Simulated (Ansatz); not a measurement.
# CH3BFNO: the cost of one run

Method: RKS PBE0/6-31G*, in Ansatz 0.2.0.

**1. The structure to begin with**

Bond lengths: C1–N2 1.253 Å, N2–B3 1.484 Å, B3–O4 1.438 Å, B3–F5 1.472 Å, C1–H6 1.146 Å, C1–H7 1.095 Å, O4–H8 1.008 Å. Angles: C1–N2–B3 121.0°, N2–C1–H6 118.4°, N2–C1–H7 126.1°, H6–C1–H7 115.2°, N2–B3–O4 124.0°, N2–B3–F5 120.7°, O4–B3–F5 115.2°, B3–O4–H8 102.8°.

Coordinates:

```xyz
8

C    -0.3437    0.9767   -1.1487
N    -0.6133   -0.0707   -0.5151
B     0.3258   -0.6145    0.4966
O     0.1224   -1.8514    1.2013
F     1.5967    0.0690    0.7858
H    -1.1214    1.3840   -1.8857
H     0.5346    1.6132   -0.9981
H    -0.4089   -1.5634    2.0081
```

**2. Relaxing end A**

input.yaml reads:

```yaml
crystal:
  periodic: [false, false, false]
  atoms:
    - { symbol: C, position_ang: [-0.3437, 0.9767, -1.1487] }
    - { symbol: "N", position_ang: [-0.6133, -0.0707, -0.5151] }
    - { symbol: B, position_ang: [0.3258, -0.6145, 0.4966] }
    - { symbol: O, position_ang: [0.1224, -1.8514, 1.2013] }
    - { symbol: F, position_ang: [1.5967, 0.069, 0.7858] }
    - { symbol: H, position_ang: [-1.1214, 1.384, -1.8857] }
    - { symbol: H, position_ang: [0.5346, 1.6132, -0.9981] }
    - { symbol: H, position_ang: [-0.4089, -1.5634, 2.0081] }
basis:
  gaussian: { orbitals: "6-31G*" }
hamiltonian:
  xc: pbe0
relax:
  f_tol: 0.02
  max_steps: 50
```

Command:

```sh
$ ansatz run input.yaml --threads 1 --pin off --max-ram 2048MiB --backend cpu --events-out ev --progress --plain --runs-dir out
```

**Question.** How long does this run take on 1 thread of Arm Neoverse V1, shared host, and how much memory does it need?

About 2.6 min, with a peak of 0.17 GiB.
